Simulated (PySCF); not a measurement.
# Cl6Sb ([SbCl6]-): the cost of one run

Programs: PySCF 2.14.0, with routines of our own; each step states its level. All values are computed. Atoms count from 0.

### Step 1. The starting structure

7 atoms, charge -1, multiplicity 1; geometry from: GFN2-xTB.

### Step 2. NMR shieldings: PBE/pcSseg-1 Sb:us-x2c-TZVPall-2c, spin–orbit

Job settings and geometry (Å):

```
{"job": {"xc": "PBE", "basis": {"default": "pcSseg-1", "Sb": "us-x2c-TZVPall-2c"}, "rel": "so", "kind": "hnmr"}, "charge": -1, "multiplicity": 1}
Sb     0.000740    -0.003150     0.001110
Cl    -0.021660    -0.008780     2.420330
Cl     0.021320     0.013060    -2.418670
Cl     2.419430     0.009430     0.020560
Cl    -2.419590    -0.005060    -0.021780
Cl    -0.006910     2.416280     0.009640
Cl     0.006670    -2.421790    -0.011180
```

Method: PBE/pcSseg-1 Sb:us-x2c-TZVPall-2c GIAO NMR shielding, X2C with spin-orbit coupling, screened-nuclear two-electron part, Gaussian nuclei, gas phase.

Command:

```
> OMP_NUM_THREADS=1 python heavy_run.py task.json out
```

One launch serves the whole session: the jobs run in the order shown.

**Question.** How long does this first job take on 1 thread of Intel Xeon Platinum 8259CL at 2.50GHz, shared host, and how much memory does it need?

About 3.2 min, with a peak of 1.4 GiB.
